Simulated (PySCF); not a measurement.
**(H2B-mu-NH2)2: geometry, NMR shifts, electronic excitations, spin-spin couplings and core binding energies**

What NMR shifts, electronic excitations, spin-spin couplings and core binding energies should (H2B-mu-NH2)2 show?

Computed with PySCF 2.14.0, with density-fitted response routines of our own, on a single molecule in the gas phase. Atoms are numbered from 0 throughout.

### 1 Starting geometry

12 atoms, charge 0, multiplicity 1; geometry from: GFN2-xTB. The atoms were then displaced at random by about 0.03 Å, so the start is not that level's minimum.

Bonds of the start (Å): B0–H1 1.24, B0–H2 1.23, B0–N3 1.57, B0–N7 1.52, N3–B4 1.67, N3–H8 1.02, N3–H9 0.92, B4–H5 1.15, B4–H6 1.21, B4–N7 1.56, N7–H10 1.09, N7–H11 1.00.

### 2 Relaxing the molecule at PBE0-D3(BJ)/def2-SVP

What the job is given:

```
{"job": {"xc": "PBE0", "basis": "def2-SVP", "d3": "d3bj", "grid": 1, "maxiter": 40, "shake": 0.03, "kind": "geom"}, "charge": 0, "multiplicity": 1}
B     -0.109200     0.999040    -0.186690
H     -0.244030     1.510720    -1.303570
H     -0.370380     1.863770     0.646130
N      1.224020     0.187060     0.003140
B      0.161770    -1.094880     0.171300
H      0.299500    -1.862860    -0.668230
H      0.254050    -1.520110     1.305640
N     -1.078050    -0.164880    -0.032910
H      1.674860     0.435910     0.881530
H      1.733760     0.121460    -0.755100
H     -1.775240    -0.140620     0.802240
H     -1.655600    -0.417370    -0.812510
```

On the command line:

```console
$ OMP_NUM_THREADS=1 python probes_run.py task.json out
```

One launch serves the whole session: the jobs run in the order shown.

**Question.** This job is followed by: GIAO PBE0/pcSseg-1 NMR shielding, non-relativistic, gas phase; TDDFT PBE0/def2-SVPD, vertical, gas phase, core orbitals frozen in the response; B3LYP/pcJ-1 indirect spin-spin coupling, non-relativistic, gas phase; GIAO KT2/pcSseg-1 NMR shielding, non-relativistic, gas phase; delta-SCF UKS SCAN, pcX-2 on the ionised atom (unc-x2c-TZVPall on a metal), pcseg-1 elsewhere, spin-free X2C. What will the session give for the following? point group; rotational constants (main isotopes); ¹H shifts against TMS (PBE0/pcSseg-1, means over atoms taken as alike); ¹¹B shifts against BF3·OEt2 (PBE0/pcSseg-1, means over atoms taken as alike); ¹⁵N shifts against NH3 (PBE0/pcSseg-1, means over atoms taken as alike); surface potential, 1st and 99th percentile; lowest singlet (PBE0/def2-SVPD); brightest single state of those computed; lowest triplet; vertical ionisation energy (ΔSCF); largest coupling of the table (B3LYP/pcJ-1); B1s binding energies, SCAN/pcX-2; N1s binding energies, SCAN/pcX-2; range of the shift of N3.

As calculated:

| quantity | value |
| --- | --- |
| point group | D2h |
| rotational constants (main isotopes) | 10.92, 8.92, 5.68 GHz |
| ¹H shifts against TMS (PBE0/pcSseg-1, means over atoms taken as alike) | 3.51, 1.58 ppm |
| ¹¹B shifts against BF3·OEt2 (PBE0/pcSseg-1, means over atoms taken as alike) | -12.3 ppm |
| ¹⁵N shifts against NH3 (PBE0/pcSseg-1, means over atoms taken as alike) | 24.0 ppm |
| surface potential, 1st and 99th percentile | -1.01 V and 1.81 V |
| lowest singlet (PBE0/def2-SVPD) | 7.13 eV (174 nm), f = 0.000 |
| brightest single state of those computed | state 2, 7.18 eV, f = 0.038 |
| lowest triplet | 6.88 eV |
| vertical ionisation energy (ΔSCF) | 10.16 eV |
| largest coupling of the table (B3LYP/pcJ-1) | ¹J(B,H) B0–H1, 120.6 Hz |
| B1s binding energies, SCAN/pcX-2 | B0 195.23 eV |
| N1s binding energies, SCAN/pcX-2 | N3 405.95 eV |
| range of the shift of N3 | 24.0 to 30.6 ppm |

The start was shaken at random, so part of the energy gained undoes that. The optimisation took 5 steps and gained 0.703 eV; among the close pairs (by a distance rule), N3–H9 changed most, from 0.916 to 1.016 Å. No frequency check was run at this level, so the end point may be a saddle. At PBE0/pcSseg-1: Shielding is most anisotropic at B0, B4 (span 32 ppm, paramagnetic term -76 ppm). The first singlet state (HOMO→LUMO 0.99) lies at 7.13 eV and is dark; of the 10 states computed, the strongest absorption comes from state 2 at 7.18 eV. The lowest triplet lies 0.26 eV below the lowest singlet (triplets in Tamm-Dancoff, singlets in full TDDFT). ΔSCF puts the ionisation energy at 10.16 eV, 2.11 eV above −ε(HOMO). Of the pairs tabulated at B3LYP/pcJ-1, B0–H1 (mean over like pairs) couples most strongly (120.6 Hz; Fermi contact 120.4 Hz). Across the 2 runs the shift of N3 (with its like atoms) moves most, between 24.0 (PBE0/pcSseg-1) and 30.6 ppm (KT2/pcSseg-1).
